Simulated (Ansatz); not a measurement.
Set up this calculation in Ansatz 0.2.0, as the native input.

```yaml
Task: band structure
Functional: PBE
Potentials_or_basis: Ansatz PAW
Cutoff: "420 eV (not typed: the program's choice for these potentials)"
k_mesh: 11 × 11 × 11
Occupations: fermi-dirac, width 0.05 eV
Spin: collinear spin, ferromagnetic start
Starting_moments: "[3.0, 2.0, 0.0, 0.0] μB"
Path: "[[\"G\", \"L\", \"B1\"], [\"B\", \"Z\", \"G\", \"X\"], [\"Q\", \"F\", \"P1\", \"Z\"], [\"L\", \"P\"]]"
Points_for_each_segment_of_the_path: 14
```

The system is VCrC2.

```xyz
4
Lattice="1.4606 0.8433 4.7394 -1.4606 0.8433 4.7394 0.0000 -1.6866 4.7394" Properties=species:S:1:pos:R:3 pbc="T T T"
Cr    0.0000    0.0000    7.1091
V     0.0000    0.0000    0.0000
C     0.0000    0.0000    3.5369
C     0.0000    0.0000   10.6813
```

The cell comes from a database or a generator and needn't be the stable form of this composition.

One way to write it, as run:

input.yaml

```yaml
crystal:
  lattice:
    - [1.4606320425, 0.8432963029, 4.7393853233]
    - [-1.4606320425, 0.8432963029, 4.7393853233]
    - [0.0, -1.6865926058, 4.7393853233]
  atoms:
    - { symbol: Cr, position: [0.5, 0.5, 0.5], spin: 3.0 }
    - { symbol: V, position: [0.0, 0.0, 0.0], spin: 2.0 }
    - { symbol: C, position: [0.248759, 0.248759, 0.248759] }
    - { symbol: C, position: [0.751241, 0.751241, 0.751241] }
hamiltonian:
  xc: pbe
  pseudopotentials: { kind: paw }
magnetization:
  spin_polarized: true
kpoints:
  mp_grid: { grid: [11, 11, 11] }
  band_path:
    path:
      - [[0.0, 0.0, 0.0], [0.5, 0.0, 0.0], [0.5, 0.1877735979, -0.1877735979]]
      - [[0.8122264021, 0.5, 0.1877735979], [0.5, 0.5, 0.5], [0.0, 0.0, 0.0], [0.3438867989, 0.0, -0.3438867989]]
      - [[0.6561132011, 0.3438867989, 0.0], [0.5, 0.5, 0.0], [0.6561132011, 0.6561132011, 0.1877735979], [0.5, 0.5, 0.5]]
      - [[0.5, 0.0, 0.0], [0.8122264021, 0.3438867989, 0.3438867989]]
    npoints: 14
scf:
  occupations: { method: fermi_dirac, width: 0.05 }
  n_extra_bands: 10
output:
  forces: true
  stress: true
  eigenvalues: true
  fatbands: true
  write_density: true
  write_potential: true
  elf: true
  volumetric_format: npy
```

Potentials or basis: Ansatz PAW.

Command:

```console
$ ansatz run input.yaml --threads 2 --pin off --max-ram 5632MiB --backend cpu --events-out ev --progress --plain --runs-dir out
```

Results of the run:

* Pressure: 0.4 GPa
* Largest force: 0.020 eV/Å
* Band gap on the k mesh: none (metal or under the smearing width)
* Net moment: 1.09 μB per cell
* Absolute moment: 1.42 μB per cell
* Site moments: Cr +1.05; V -0.00; C -0.05 μB

Caveat: the pressure holds a Pulay correction of +0.4 GPa for the finite cutoff.

It took 32 s on 2 threads of Intel(R) Xeon(R) Platinum 8488C (Sapphire Rapids) (shared host), peak memory 0.59 GiB.
